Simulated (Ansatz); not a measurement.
# AlCl₂H₃OSi: one species, many methods

The task here is to estimate one member of a computed series from the others.

Computed with Ansatz 0.2.0, Gaussian basis. Level: functionals in def2-TZVPP, the program's frozen cores in correlated methods.

The runs, in order: LDA (SPW92), PBE-D4, revPBE-D4, BLYP-D4, r2SCAN-D4, B97M-V, PBE0-D4, B3LYP-D4, r2SCANh-D4, r2SCAN0-D4, HSE06-D4, BHLYP-D4, CAM-B3LYP-D4, LC-ωPBE, ωB97X-V, ωB97M-V, B2PLYP, PBE-QIDH; CCSD(T)/def2-SVP; CCSD(T)/def2-TZVPP; MP2/def2-QZVPP; extrapolation to the limit; RPA on PBE.

**The geometry**

An earlier PBE0-D4 in a triple-zeta def2 set relaxation fixed the geometry.

SMILES `[OH][Al]([Cl])[SiH2]Cl`, 8 atoms, charge 0, spin multiplicity 1.

Atoms are counted from 1 here; the program's logs count them from 0.

Bond lengths: O1–Al2 1.685 Å, O1–H6 0.956 Å, Al2–Cl3 2.095 Å, Al2–Si4 2.440 Å, Si4–Cl5 2.066 Å, Si4–H7 1.486 Å, Si4–H8 1.486 Å. Angles: Al2–O1–H6 125.2°, O1–Al2–Cl3 120.5°, O1–Al2–Si4 117.7°, Cl3–Al2–Si4 121.8°, Al2–Si4–Cl5 109.2°, Al2–Si4–H7 112.2°, Al2–Si4–H8 112.2°, Cl5–Si4–H7 107.6°, Cl5–Si4–H8 107.6°, H7–Si4–H8 107.9°.

As a file:

| atom | x (Å) | y (Å) | z (Å) |
| --- | --- | --- | --- |
| O1 | -1.39458 | 1.02855 | 1.43137 |
| Al2 | 0.09950 | 0.55679 | 0.81007 |
| Cl3 | 1.87737 | 1.15528 | 1.74382 |
| Si4 | 0.10494 | -0.83386 | -1.19448 |
| Cl5 | 2.05752 | -1.24542 | -1.72929 |
| H6 | -1.52168 | 1.57094 | 2.20875 |
| H7 | -0.54478 | -0.15749 | -2.34770 |
| H8 | -0.58619 | -2.13201 | -0.97834 |

The first run:

Input file in.yaml:

```yaml
crystal:
  periodic: [false, false, false]
  atoms:
    - {symbol: O, position_ang: [-1.394577, 1.028553, 1.431371]}
    - {symbol: Al, position_ang: [0.099496, 0.556791, 0.810075]}
    - {symbol: Cl, position_ang: [1.877369, 1.155284, 1.743822]}
    - {symbol: Si, position_ang: [0.104938, -0.833858, -1.194481]}
    - {symbol: Cl, position_ang: [2.057519, -1.245417, -1.729288]}
    - {symbol: H, position_ang: [-1.521675, 1.570943, 2.208746]}
    - {symbol: H, position_ang: [-0.544784, -0.157487, -2.347702]}
    - {symbol: H, position_ang: [-0.586187, -2.132009, -0.978341]}
basis:
  gaussian: {orbitals: def2-TZVPP}
hamiltonian: {xc: lda}
output: {orbitals: {seedname: orbitals}}
```

The run is started by

```
$ ansatz run in.yaml --threads 4 --pin off --events-out ev --progress --plain --max-ram 10444MiB
```

Steps of the session up to this table: LDA; PBE-D4 (GGA); revPBE-D4 (GGA); BLYP-D4 (GGA); r2SCAN-D4 (meta-GGA); B97M-V (meta-GGA); PBE0-D4 (hybrid); B3LYP-D4 (hybrid); r2SCANh-D4 (hybrid); r2SCAN0-D4 (hybrid); HSE06-D4 (hybrid); BHLYP-D4 (hybrid); CAM-B3LYP-D4 (range-separated); LC-ωPBE (range-separated); ωB97X-V (range-separated); ωB97M-V (range-separated); B2PLYP (double hybrid); PBE-QIDH (double hybrid).

One table of the session follows, with a row left open; its other results are not shown here.

It belongs to the step «Frontier levels by functional». 

```
  functional  HOMO (eV)  LUMO (eV)  gap (eV)
 LDA (SPW92)      -7.00      -2.43      4.58
      PBE-D4      -6.90      -2.22      4.68
   revPBE-D4      -6.85      -2.12      4.73
     BLYP-D4      -6.75      -2.05      4.70
   r2SCAN-D4      -7.16      -2.03      5.13
      B97M-V          ?          ?         ?
     PBE0-D4      -8.07      -1.48      6.58
    B3LYP-D4      -7.85      -1.64      6.21
  r2SCANh-D4      -7.59      -1.76      5.82
  r2SCAN0-D4      -8.23      -1.37      6.85
    HSE06-D4      -7.67      -1.85      5.82
    BHLYP-D4      -9.12      -0.66      8.46
CAM-B3LYP-D4      -9.34      -0.47      8.87
     LC-ωPBE     -10.65       0.57     11.21
     ωB97X-V     -10.32       0.47     10.79
     ωB97M-V     -10.08       0.23     10.30
```

**Question.** Estimate the row for B97M-V.

The run gave: HOMO (eV): -7.23; LUMO (eV): -2.18; gap (eV): 5.04. In the column «HOMO (eV)» it lies between r2SCANh-D4 (-7.59) and r2SCAN-D4 (-7.16).
